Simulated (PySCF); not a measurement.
# F4Tl (Tl(F)4-): the cost of one run

Method: PBE0, Tl def2-SVP with ECP60, F def2-SVP; scalar-relativistic core potentials, no spin–orbit coupling; program: PySCF 2.14.0.

1 further run of the same task is left out (for a known fault of the program).

**1. The system as given**

5 atoms, charge -1, spin multiplicity 1.

Bond lengths: Tl1–F2 1.901 Å, Tl1–F3 1.901 Å, Tl1–F4 1.901 Å, Tl1–F5 1.901 Å. Angles: F2–Tl1–F3 109.5°, F2–Tl1–F4 109.5°, F2–Tl1–F5 109.5°, F3–Tl1–F4 109.5°, F3–Tl1–F5 109.5°, F4–Tl1–F5 109.5°.

Coordinates:

```
Tl    0.0000    0.0000    0.0000
F     1.0973    1.0973    1.0973
F    -1.0973   -1.0973    1.0973
F     1.0973   -1.0973   -1.0973
F    -1.0973    1.0973   -1.0973
```

Formal oxidation states: Tl +3.

**2. SCF at the start, singlet**

File run.py (the lines that set the calculation):

```python
mol = gto.M(atom='''
Tl     0.00000     0.00000     0.00000
F      1.09730     1.09730     1.09730
F     -1.09730    -1.09730     1.09730
F      1.09730    -1.09730    -1.09730
F     -1.09730     1.09730    -1.09730''',
    basis={'Tl': 'def2-SVP', 'F': 'def2-SVP'},
    ecp={'Tl': 'def2-SVP'},
    charge=-1, spin=0)
mf = dft.RKS(mol, xc='PBE0')
mf.grids.atom_grid = (50, 194)
mf = mf.density_fit()  # fitting sets: Tl def2-universal-JKFIT, F def2-universal-JKFIT
mf.conv_tol = 1e-08; mf.max_cycle = 55
mf.kernel(dm0)  # dm0: free metal ions and neutral atoms
```

Command:

```bash
$ OMP_NUM_THREADS=2 python run.py
```

What time and memory should one allow on 2 threads of Arm Neoverse V1, shared host?

About 1.4 s, with a peak of 0.36 GiB.
